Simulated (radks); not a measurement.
# S in [Ne] 3s2 3p4: an all-electron calculation

The task here is to estimate one member of a computed series from the others.

Method: non-relativistic Kohn-Sham, TPSS, spin-polarised, spherical densities, point nucleus; open shells are filled with parallel spins first. Code: radks (a radial shooting solver on a logarithmic mesh, Libxc functionals) version 1.

### What is computed

* element: sulfur (Z = 16)
* charge: 0
* electrons: 16
* configuration: [Ne] 3s2 3p4

Outer shells as boxes (Hund's rule):

S
```
[Ne] core
3s [↑↓]
3p [↑↓][↑ ][↑ ]
```

The first run:

Input:

```text
Z 16
configuration [Ne] 3s2 3p4 4s0 3d0
relativity non-relativistic
functional tpss,tpss
spin polarised
nucleus point
```

One of the session's tables, all rows but one given; the rest of the session is left out.

It belongs to the step «Orbitals and density». Radial moments (bohr):

```
  level      <r>  outermost maximum (interpolated)  90 % within  nodes
  1s up  0.09720                            0.0637        0.173      0
1s down  0.09719                            0.0637        0.173      0
  2s up   0.4800                             0.389        0.752      1
2s down   0.4799                             0.389        0.751      1
  2p up   0.4431                             0.326        0.737      0
2p down   0.4429                             0.326        0.737      0
  3s up    1.697                              1.41         2.57      2
3s down        ?                                 ?            ?      ?
  3p up    2.034                              1.59         3.20      1
3p down    2.121                              1.61         3.39      1
```

**Question.** Estimate the row for 3s down.

As computed: <r>: 1.713; outermost maximum (interpolated): 1.41; 90 % within: 2.61; nodes: 2. In the column «<r>» it lies between 3s up (1.697) and 3p up (2.034).

Limits of these values: Open shells are spherical and high-spin; term and fine-structure splittings are not resolved.
